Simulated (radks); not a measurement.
# Ar⁺ in [Ne] 3s2 3p5: an all-electron calculation

The task here is to estimate one member of a computed series from the others.

Method: non-relativistic Kohn-Sham, SCAN, spin-polarised, spherical densities, point nucleus; open shells are filled with parallel spins first. Code: radks (a radial shooting solver on a logarithmic mesh, Libxc functionals) version 1.

**The system**

| Property | Result |
| --- | --- |
| element | argon (Z = 18) |
| charge | +1 |
| electrons | 17 |
| configuration | [Ne] 3s2 3p5 |

The outer shells:

Ar⁺
```
[Ne] core
3s [↑↓]
3p [↑↓][↑↓][↑ ]
```

Set-up of the first run:

Settings of this run:

```text
Z 18
configuration [Ne] 3s2 3p5
relativity non-relativistic
functional scan,scan
spin polarised
nucleus point
```

One of the session's tables, all rows but one given; the rest of the session is left out.

It belongs to the step «Shells». Radial moments (bohr):

```
  level      <r>  outermost maximum (interpolated)  90 % within  nodes
  1s up  0.08623                            0.0566        0.154      0
1s down  0.08622                            0.0566        0.154      0
  2s up   0.4146                             0.340        0.646      1
2s down   0.4146                             0.340        0.646      1
  2p up   0.3765                             0.282        0.623      0
2p down   0.3766                             0.282        0.623      0
  3s up    1.375                              1.17         2.07      2
3s down        ?                                 ?            ?      ?
  3p up    1.542                              1.26         2.39      1
3p down    1.561                              1.27         2.42      1
```

Estimate the missing values for 3s down.

The run gave: <r>: 1.384; outermost maximum (interpolated): 1.17; 90 % within: 2.09; nodes: 2. In the column «<r>» it lies between 3s up (1.375) and 3p up (1.542).

Caveats from the session: Open shells are spherical and high-spin; term and fine-structure splittings are not resolved.
